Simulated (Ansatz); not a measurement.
**CH₃BFN: single points off equilibrium**

The task here is to estimate one member of a computed series from the others.

Method: single points in def2-TZVPP; program: Ansatz 0.2.0, Gaussian basis.

Cores are frozen in the correlated methods.

1 further run of the same task is left out (it didn't finish).

### Starting geometry

7 atoms, charge 0, spin multiplicity 1.

Atoms are counted from 1 here; the program's logs count them from 0.

Bond lengths: N1–C2 1.276 Å, N1–H5 1.032 Å, C2–B3 1.502 Å, C2–H6 1.153 Å, B3–F4 1.300 Å, B3–H7 1.242 Å. Angles: C2–N1–H5 110.0°, N1–C2–B3 126.1°, N1–C2–H6 115.5°, B3–C2–H6 118.3°, C2–B3–F4 114.8°, C2–B3–H7 118.4°, F4–B3–H7 126.6°.

Geometry (Å):

```xyz
7
CH3BFN
N     0.4893    0.9837   -1.0432
C    -0.1213    0.6501    0.0267
B    -0.2297   -0.7385    0.5886
F     0.2874   -1.6708   -0.1559
H     0.8637    0.1446   -1.5125
H    -0.6044    1.5170    0.6139
H    -0.8459   -0.8987    1.6556
```

Set-up of the first run:

File run/in.yaml:

```yaml
crystal:
  periodic: [false, false, false]
  atoms:
    - {symbol: N, position_ang: [0.489265, 0.983659, -1.043227]}
    - {symbol: C, position_ang: [-0.121258, 0.650099, 0.026664]}
    - {symbol: B, position_ang: [-0.229711, -0.738488, 0.588638]}
    - {symbol: F, position_ang: [0.287382, -1.670836, -0.155872]}
    - {symbol: H, position_ang: [0.863659, 0.144608, -1.512514]}
    - {symbol: H, position_ang: [-0.604394, 1.516997, 0.613867]}
    - {symbol: H, position_ang: [-0.845944, -0.898671, 1.655553]}
basis:
  gaussian: {orbitals: def2-TZVPP}
hamiltonian: {xc: pbe, dispersion: d4}
output: {forces: true}
```

Command:

```sh
ansatz run in.yaml --threads 2 --pin off --events-out ev --progress --plain --max-ram 3481MiB
```

Among the steps run: PBE-D4/def2-TZVPP; r2SCAN-D4/def2-TZVPP; PBE0-D4/def2-TZVPP; wB97M-V/def2-TZVPP; CCSD(T)/def2-TZVPP.

One of the session's tables, all rows but one given; the rest of the session is left out.

```
   method  RMS force component (eV/Å)  angle to CCSD(T) forces (°)  dipole (D)
   PBE-D4                       0.983                         11.3        1.25
r2SCAN-D4                       0.976                         10.9        1.30
  PBE0-D4                           ?                            ?           ?
  wB97M-V                       1.053                         16.5        1.41
  CCSD(T)                       1.085                    reference        1.42
```

Q: Estimate the row for PBE0-D4 from the others.

**Answer.** RMS force component (eV/Å): 0.990; angle to CCSD(T) forces (°): 17.1; dipole (D): 1.36. In the column «RMS force component (eV/Å)» it lies between PBE-D4 (0.983) and wB97M-V (1.053).

To keep in mind: The reference is not at the basis limit: in triple zeta CCSD(T) underbinds, which counts against methods that bind more; the gaps are no ranking.
